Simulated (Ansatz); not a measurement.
**SbHF radical (SMILES [F][SbH]): a rigid scan of the angle F1–Sb2–H3**

One table from this session's results is given with a row withheld; the runs are named, their logs left out.

Program: Ansatz 0.2.0, Gaussian basis. Level of theory: single points in def2-TZVPP. These are calculated values, not measurements.

Levels: PBE-D4, r2SCAN-D4, PBE0-D4, B3LYP-D4, wB97M-V, Hartree-Fock, MP2, CCSD, CCSD(T). The scan takes 69.1, 75.1, 81.1, 87.1, 93.1, 99.1, 105.1, 111.1, 117.1°.

Correlated methods freeze the cores. Filled d shells of the heavier atoms are correlated. Core potentials replace the inner electrons past krypton, and spin-orbit coupling is left out. Orbitals are unrestricted. B3LYP uses VWN-RPA correlation.

28 further runs of the same task are left out: 28 set aside as unsound or not needed.

**Starting geometry**

The minimum, relaxed at PBE0-D4: SMILES `[F][SbH]`, 3 atoms, charge 0, spin multiplicity 2.

Atoms are counted from 1 here; the program's logs count them from 0.

Bond lengths: F1–Sb2 1.920 Å, Sb2–H3 1.720 Å. Angles: F1–Sb2–H3 93.1°.

Coordinates:

```xyz
3
charge 0, multiplicity 2
F    -0.8262    1.1003   -0.3412
Sb   -0.3238   -0.7513   -0.2559
H     1.1390   -0.4137    0.5838
```

Energies of the minimum (eV), from earlier single points: PBE-D4 -9269.35301, r2SCAN-D4 -9273.46082, PBE0-D4 -9269.54846, B3LYP-D4 -9274.37775, wB97M-V -9270.21958, CCSD(T) -9249.93824.

At the minimum the angle F1–Sb2–H3 is 93.1°.

The first run:

File ccsdt-tzvpp/in.yaml:

```yaml
crystal:
  periodic: [false, false, false]
  atoms:
    - {symbol: F, position_ang: [-0.127390, 1.134862, 0.046860]}
    - {symbol: Sb, position_ang: [-0.323843, -0.751349, -0.255929]}
    - {symbol: H, position_ang: [1.138994, -0.413718, 0.583820]}
basis:
  gaussian: {orbitals: def2-TZVPP}
magnetization: {spin_polarized: true, initial_magnetization: 1}
correlation: {method: ccsd_t}
scf: {omitted_lower_state_checks: [cluster_reference]}
```

The command line of these runs was not kept.

Steps of the session up to this table: F1–Sb2–H3 = 69.1°; F1–Sb2–H3 = 75.1°; F1–Sb2–H3 = 81.1°; F1–Sb2–H3 = 87.1°; F1–Sb2–H3 = 93.1°; F1–Sb2–H3 = 99.1°; F1–Sb2–H3 = 105.1°; F1–Sb2–H3 = 111.1°; F1–Sb2–H3 = 117.1°.

One of the session's tables, all rows but one given; the rest of the session is left out.

It belongs to the step «The curves». Energies less that of the minimum at the same level (meV):

| angle (°) | PBE-D4 | PBE0-D4 | B3LYP-D4 | wB97M-V | Hartree-Fock |
| --- | --- | --- | --- | --- | --- |
| 69.1 | 470 | 484 | 495 | 487 | 567 |
| 75.1 | 255 | 260 | 266 | 260 | 303 |
| 81.1 | 110 | 111 | 115 | 110 | 129 |
| 87.1 | ? | ? | ? | ? | ? |
| 93.1 | 0 | 0 | 0 | 0 | 0 |
| 93.1 (minimum) | 0 | 0 | 0 | 0 | 0 |
| 99.1 | 20 | 24 | 22 | 25 | 28 |
| 105.1 | 85 | 94 | 91 | 97 | 108 |
| 111.1 | 189 | 206 | 202 | 211 | 237 |
| 117.1 | 331 | 357 | 352 | 364 | 410 |

**Question.** Estimate the row for angle (°) = 87.1.

Worked estimate for «PBE-D4». A straight line through the neighbours (81.1, 110) and (93.1, 0) gives 110 + (0 − 110) × (87.1 − 81.1) / (93.1 − 81.1) = 55; a parabola fitted to 4 rows on both sides gives 28.

As computed: PBE-D4: 28; PBE0-D4: 27; B3LYP-D4: 29; wB97M-V: 26; Hartree-Fock: 31. In «PBE-D4» the line misses by +27 and the parabola by +0.

Limits of these values: A polynomial through the near points puts the CCSD(T) minimum at the PBE0-D4 value.
